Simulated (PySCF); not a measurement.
**RhBr₂⁺: relaxation and vibrations of the singlet**

The task is one start of a wider search on RhBr₂⁺: the singlet, from a B3LYP minimum start. It is relaxed, tested by its Hessian and followed downhill if it is a saddle.

Method: B3LYP, basis Rh def2-SVP with ECP28, Br def2-SVP, scalar-relativistic core potentials, no spin–orbit coupling, density fitting; program: PySCF 2.14.0.

## (1) The starting structure

3 atoms, charge 1, spin multiplicity 1.

Bond lengths: Rh1–Br2 2.267 Å, Rh1–Br3 2.267 Å. Angles: Br2–Rh1–Br3 105.9°.

```xyz
3
charge 1 multiplicity 1
Rh    0.0000    0.0000   -0.8269
Br    1.8091    0.0000    0.5393
Br   -1.8091    0.0000    0.5393
```

## (2) The SCF at the typed geometry

The steps below are one call of a driver around PySCF. For each, scf.py gives the equivalent set-up of the SCF; relaxations use the driver's own optimiser. After this first run the driver tries any further starts and a stability analysis.

The input, scf.py:

```python
from pyscf import gto, scf, dft
mol = gto.M(atom='''
Rh    -0.000000    -0.000000    -0.826917
Br     1.809086    -0.000000     0.539265
Br    -1.809086     0.000000     0.539265''',
    basis={'Rh': 'def2-SVP', 'Br': 'def2-SVP'},
    ecp={'Rh': 'def2-SVP'},
    charge=1, spin=0)
mf = dft.RKS(mol, xc='B3LYP')
mf.grids.atom_grid = (50, 194)
aux = {'Rh': 'def2-universal-JKFIT', 'Br': 'def2-universal-JKFIT'}
mf = mf.density_fit(auxbasis=aux)
mf.conv_tol = 1e-08
mf.diis_space = 10
mf.max_cycle = 60
mf.init_guess = 'minao'
mf.verbose = 4
mf.kernel()
```

Started as:

```
$ OMP_NUM_THREADS=2 python axn.py task.json out
```

The program printed, shortened:

```text
[... the frontier levels of the middle cycles are left out ...]
init E= -5246.43030519887
  HOMO = -0.58934660598787  LUMO = -0.57701367161733  gap/eV = 0.33560
cycle= 1 E= -5256.31232793733  delta_E= -9.88  |g|= 2.14  |ddm|= 3.75
  HOMO = -0.0492195099471722  LUMO = -0.0188559768253053  gap/eV = 0.82623
cycle= 2 E= -5241.67130172147  delta_E= 14.6  |g|= 5.17  |ddm|=   11
  HOMO = -0.543940391711159  LUMO = -0.53307954556152  gap/eV = 0.29554
cycle= 3 E= -5257.94071822057  delta_E= -16.3  |g|= 0.427  |ddm|= 10.3
cycle= 4 E= -5257.96727816943  delta_E= -0.0266  |g|= 0.301  |ddm|= 0.816
cycle= 5 E= -5257.97764459926  delta_E= -0.0104  |g|= 0.184  |ddm|= 0.286
cycle= 6 E= -5257.98237785927  delta_E= -0.00473  |g|= 0.123  |ddm|= 0.0603
cycle= 7 E= -5257.98607796718  delta_E= -0.0037  |g|= 0.0343  |ddm|= 0.138
cycle= 8 E= -5257.98622793064  delta_E= -0.00015  |g|= 0.0229  |ddm|= 0.0202
cycle= 9 E= -5257.98636439895  delta_E= -0.000136  |g|= 0.00206  |ddm|= 0.0185
cycle= 10 E= -5257.98636548939  delta_E= -1.09e-06  |g|= 0.00021  |ddm|= 0.00212
cycle= 11 E= -5257.98636550539  delta_E= -1.6e-08  |g|= 3.74e-05  |ddm|= 0.000368
cycle= 12 E= -5257.98636550635  delta_E= -9.58e-10  |g|= 1.11e-05  |ddm|= 0.000147
  HOMO = -0.491765820976013  LUMO = -0.439604900467682  gap/eV = 1.41937
Extra cycle  E= -5257.98636550555  delta_E= 8e-10  |g|= 5.51e-05  |ddm|= 6e-05
converged SCF energy = -5257.98636550555
```

This step, with its further starts and checks, took 7.2 s on 2 threads of AMD EPYC 7R43 (Zen 3), shared host.

No lower closed-shell solution turned up in the test of internal stability.

## (3) Relaxation: B3LYP minimum start, singlet

The program finds C2v symmetry in the start, which this walk keeps.

scf.py, as its differences from that of step 2:

```diff
@@ -3,3 +3,3 @@
-Rh    -0.000000    -0.000000    -0.826917
-Br     1.809086    -0.000000     0.539265
-Br    -1.809086     0.000000     0.539265''',
+Rh     0.000000     0.000000    -0.826999
+Br     1.809086     0.000000     0.539183
+Br    -1.809086     0.000000     0.539183''',
@@ -16 +15,0 @@
-mf.init_guess = 'minao'
```

Energy and gradient, step by step:

```tsv
step	energy (Eh)	change (kJ/mol)	largest symmetric gradient (Eh/bohr)
0	-5257.986366	0.00	0.00033
1	-5257.986366	0.00	0.00010
```

The walk took 10 s.

Geometry (Å) and forces (eV/Å) at some steps:

```
step 0
Rh   0.000   0.000  -0.827   0.000   0.000  -0.017
Br   1.809   0.000   0.539   0.011   0.000   0.009
Br  -1.809   0.000   0.539  -0.011   0.000   0.009
step 1
Rh   0.000   0.000  -0.827   0.000   0.000  -0.005
Br   1.809   0.000   0.539   0.003   0.000   0.003
Br  -1.809   0.000   0.539  -0.003   0.000   0.003
```

End point (C2v, 1 steps, 0.0 kJ/mol gained): Rh–Br 2.268 Å (×2); Br–Rh–Br 105.9°.

## (4) Hessian and properties

The point is checked on the finer grid, and tightened if its gradient asks for it. The Hessian and the dipole derivatives come from central differences of analytic gradients, with steps of 0.02 bohr.

scf.py, as its differences from that of step 3:

```diff
@@ -3,3 +3,3 @@
-Rh     0.000000     0.000000    -0.826999
-Br     1.809086     0.000000     0.539183
-Br    -1.809086     0.000000     0.539183''',
+Rh     0.000000     0.000000    -0.826834
+Br     1.809228     0.000000     0.539159
+Br    -1.809228     0.000000     0.539159''',
@@ -10 +10 @@
-mf.grids.atom_grid = (50, 194)
+mf.grids.atom_grid = (75, 302)
@@ -13 +13 @@
-mf.conv_tol = 1e-08
+mf.conv_tol = 1e-10
```

The driver hands on the density of the step before, so the log starts near convergence.

SCF at the final geometry:

```text
init E= -5257.98640953163
  HOMO = -0.49175697644186  LUMO = -0.439624094696484  gap/eV = 1.41861
cycle= 1 E= -5257.98640953098  delta_E= 6.54e-10  |g|= 4.3e-05  |ddm|= 8.5e-05
  HOMO = -0.491754428863421  LUMO = -0.439620850713472  gap/eV = 1.41863
cycle= 2 E= -5257.98640951938  delta_E= 1.16e-08  |g|= 0.000182  |ddm|= 0.000347
  HOMO = -0.491757070340415  LUMO = -0.43962419871228  gap/eV = 1.41861
cycle= 3 E= -5257.98640953155  delta_E= -1.22e-08  |g|= 1.96e-05  |ddm|= 0.000273
  HOMO = -0.49175660391731  LUMO = -0.43962360966791  gap/eV = 1.41861
cycle= 4 E= -5257.98640953168  delta_E= -1.31e-10  |g|= 2.65e-07  |ddm|= 2.02e-05
  HOMO = -0.491756593063054  LUMO = -0.439623600000985  gap/eV = 1.41861
cycle= 5 E= -5257.98640953168  delta_E= -3.64e-12  |g|= 2.37e-08  |ddm|= 3.04e-07
  HOMO = -0.491756597731453  LUMO = -0.439623605028077  gap/eV = 1.41861
Extra cycle  E= -5257.98640953167  delta_E= 8.19e-12  |g|= 4.93e-08  |ddm|= 6.82e-08
converged SCF energy = -5257.98640953167
```

The whole step took 66 s.

Geometry: C2v; Rh–Br 2.267 Å (×2); Br–Rh–Br 105.9°.

Harmonic modes (main isotopes):

| symmetry | ω (cm⁻¹) | IR (km/mol) | μ (u) | type |
| --- | --- | --- | --- | --- |
| a1 | 63 | 1.0 | 83.86 | bend |
| a1 | 297 | 5.4 | 85.99 | stretch |
| b2 | 321 | 21.6 | 89.19 | stretch |

All wavenumbers are real: a minimum.

Constants and moments:

| Quantity | Value |
| --- | --- |
| Dipole moment about the centre of mass | 1.41 D |
| Highest occupied level | -13.38 eV |
| Lowest empty level | -11.96 eV |
| Rotational constants | 0.145, 0.03263, 0.02664 cm⁻¹ |
| Zero-point energy | 4.1 kJ/mol |
| Principal polarisabilities | 35.9, 52.9, 110.7 bohr³ |
| Principal traceless quadrupole moments about the centre of mass | -9.08, -1.13, 10.21 D Å |
| Entropy at 298.15 K and 1 bar | 323.2 J/(mol K) |
| Heat capacity Cp at 298.15 K | 55.4 J/(mol K) |
| Enthalpy at 298.15 K above 0 K | 14.18 kJ/mol |
| Rotational symmetry number | 2 |

Charges (e) and bond orders:

```tsv
atom	Mulliken	Löwdin	polar tensor	Mayer order to Rh1
Rh1	0.45	-0.23	1.04	–
Br2,3	0.28	0.62	-0.02	1.62
```

Mulliken populations on Rh1 (outside its core potential): s 2.43, p 6.29, d 7.84, f 0.00.

## (5) The broken-symmetry singlet

A stability analysis found the closed shell of the lowest minimum unstable towards spin polarisation, so the unrestricted solution is followed.

The program finds C2v symmetry in the start, which may break. The walk stops when the largest gradient is under 0.0003 Eh/bohr and the energy has settled too.

scf.py, as its differences from that of step 4:

```diff
@@ -3,3 +3,3 @@
-Rh     0.000000     0.000000    -0.826834
-Br     1.809228     0.000000     0.539159
-Br    -1.809228     0.000000     0.539159''',
+Rh     0.000000     0.000000    -0.826885
+Br     1.809228     0.000000     0.539108
+Br    -1.809228     0.000000     0.539108''',
@@ -9,2 +9,2 @@
-mf = dft.RKS(mol, xc='B3LYP')
-mf.grids.atom_grid = (75, 302)
+mf = dft.UKS(mol, xc='B3LYP')
+mf.grids.atom_grid = (50, 194)
@@ -13 +13 @@
-mf.conv_tol = 1e-10
+mf.conv_tol = 1e-08
```

Steps of the walk:

```tsv
step	energy (Eh)	change (kJ/mol)	largest gradient (Eh/bohr)
0	-5258.003746	0.00	0.01207
1	-5258.004480	-1.93	0.00496
2	-5258.005097	-3.55	0.00428
3	-5258.005267	-3.99	0.00362
4	-5258.005394	-4.32	0.00035
5	-5258.005392	-4.32	0.00002
```

The walk took 50 s.

Geometry (Å) and forces (eV/Å) at some steps:

```
step 0
Rh   0.000   0.000  -0.827   0.000   0.000  -0.621
Br   1.809   0.000   0.539   0.131   0.000   0.310
Br  -1.809   0.000   0.539  -0.131   0.000   0.310
step 1
Rh   0.000   0.000  -0.857   0.000   0.000  -0.255
Br   1.796   0.000   0.554  -0.064   0.000   0.128
Br  -1.796   0.000   0.554   0.065   0.000   0.127
step 3
Rh   0.000   0.000  -0.921   0.000   0.000   0.186
Br   1.737   0.000   0.586  -0.168   0.000  -0.093
Br  -1.737   0.000   0.586   0.169   0.000  -0.093
step 5
Rh   0.000   0.000  -0.930   0.000   0.000  -0.001
Br   1.711   0.000   0.590   0.000   0.000   0.001
Br  -1.711   0.000   0.590   0.000   0.000   0.000
```

It settles in C2v symmetry, 4.3 kJ/mol below the start, after 5 steps: Rh–Br 2.289 Å (×2); Br–Rh–Br 96.8°.

## (6) Is it a minimum? Harmonic modes

The point was taken to the finer grid, but the Hessian ran out of time, so its nature is unknown.

## (7) Summary of results

| quantity | value |
| --- | --- |
| minimum | singlet, C2v (closed shell, unstable towards spin polarisation) |
| geometry | Rh–Br 2.267 Å (×2); Br–Rh–Br 105.9° |
| wavenumbers (cm⁻¹) | 63 (a1), 297 (a1), 321 (b2) |
| dipole moment (centre of mass) | 1.41 D |
| highest occupied, lowest empty level | -13.38, -11.96 eV |
| polar-tensor charge of Rh1 | +1.04 e |
| zero-point energy | 4.1 kJ/mol |

In words: The molecule stays C2v, as typed, and the end point is a minimum. The strongest infrared band lies at 321 cm⁻¹ (b2, stretch). Only this shape and spin were tried, so other structures or states may lie lower. The small gap makes a closed-shell description doubtful. A stability analysis at the minimum finds the closed shell unstable towards spin polarisation: an open-shell solution lies lower, and these values are not those of the lowest state.

The search up to here took 3.6 min on 2 threads of AMD EPYC 7R43 (Zen 3), shared host.
